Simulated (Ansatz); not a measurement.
# CH5NOSn: the cost of one run

Computed with Ansatz 0.2.0 through its Python package. Level of theory: PBE-QIDH/def2-TZVP.

## Step 1: Starting point

Bond lengths: N1–Sn2 2.015 Å, Sn2–C3 2.111 Å, Sn2–O4 2.003 Å, C3–O4 1.253 Å, N1–H5 1.032 Å, N1–H6 1.078 Å, Sn2–H7 1.742 Å, C3–H8 1.126 Å, C3–H9 1.150 Å. Angles (14 of 16 angles, heavy atoms first): N1–Sn2–C3 112.5°, N1–Sn2–O4 108.4°, C3–Sn2–O4 35.4°, Sn2–C3–O4 67.6°, Sn2–O4–C3 77.0°, N1–Sn2–H7 117.3°, C3–Sn2–H7 126.0°, O4–Sn2–H7 106.8°, Sn2–N1–H5 111.3°, Sn2–N1–H6 109.3°, Sn2–C3–H8 116.1°, Sn2–C3–H9 113.4°, O4–C3–H8 116.0°, O4–C3–H9 112.6°.

The script holds or builds the structure itself.

## Step 2: Script

energy_ch5nosn.py reads:

```python
from pathlib import Path
import argparse

import ansatz as az

parser = argparse.ArgumentParser(description="Electronic structure of the CH5NOSn molecule.")
parser.add_argument("--basis-set", default="def2-TZVP", help="Gaussian basis set")
args = parser.parse_args()

geometry_ang = [
    ("N", (-0.3276, 1.7173, -0.7076)),
    ("Sn", (-0.0984, 0.3159, 0.7226)),
    ("C", (0.3857, -1.5786, -0.073)),
    ("O", (-0.8512, -1.411, 0.0413)),
    ("H", (0.2594, 1.5119, -1.531)),
    ("H", (-0.0243, 2.6756, -0.3193)),
    ("H", (-0.8496, 0.6182, 2.2653)),
    ("H", (0.7884, -1.5863, -1.1243)),
    ("H", (0.806, -2.3093, 0.7088)),
]
molecule = az.Crystal.molecule()
for symbol, xyz in geometry_ang:
    molecule = molecule.atom(symbol, xyz)

model = molecule.calculation()
model = model.basis(gaussian=args.basis_set)
model = model.functional(az.LibraryFunctional("PBE-QIDH"))
model = model.orbitals()
out = model.run(threads=1, backend="cpu", runs_dir="runs")
summary = out.report

print(f"E = {summary['free_energy_ev']:.6f} eV = {summary['free_energy_ev'] / 27.211386246:.7f} Ha")
print("converged:", summary["converged"], " doubts:", summary["published_state_doubts"] or "none")

state = summary["mean_field"]["state"]
print(f"mean field: {state['energy']['hartree']:.7f} Ha, <S^2> = {abs(state['spin_squared']):.4f}, stability: {state.get('stability', {}).get('kind')}")

lines = Path(summary["orbitals_path"]).read_text().splitlines()
field_of = lambda key: [line.split("=")[1].strip() for line in lines if line.startswith(key)]
orbitals = [(27.211386 * float(e), s, float(n)) for e, s, n in zip(field_of("Ene="), field_of("Spin="), field_of("Occup="))]
homo = max(e for e, _, n in orbitals if n > 0.5)
lumo = min(e for e, _, n in orbitals if n < 0.5)
print(f"HOMO {homo:.3f} eV, LUMO {lumo:.3f} eV, gap {lumo - homo:.3f} eV")
```

## Step 3: What the engine is handed

The package turns the script's settings into the engine's input:

```yaml
crystal:
  periodic: [false, false, false]
  atoms:
    - { symbol: "N", position_ang: [-0.3276, 1.7173, -0.7076] }
    - { symbol: Sn, position_ang: [-0.0984, 0.3159, 0.7226] }
    - { symbol: C, position_ang: [0.3857, -1.5786, -0.073] }
    - { symbol: O, position_ang: [-0.8512, -1.411, 0.0413] }
    - { symbol: H, position_ang: [0.2594, 1.5119, -1.531] }
    - { symbol: H, position_ang: [-0.0243, 2.6756, -0.3193] }
    - { symbol: H, position_ang: [-0.8496, 0.6182, 2.2653] }
    - { symbol: H, position_ang: [0.7884, -1.5863, -1.1243] }
    - { symbol: H, position_ang: [0.806, -2.3093, 0.7088] }
basis:
  gaussian:
    orbitals: def2-TZVP
hamiltonian:
  xc:
    name: PBE-QIDH
output:
  orbitals: {}
```

## Step 4: Running it

Started as:

```console
python energy_ch5nosn.py
```

What time and memory should one allow on 1 thread of Arm Neoverse V1, shared host?

About 15 s, with a peak of 0.43 GiB.
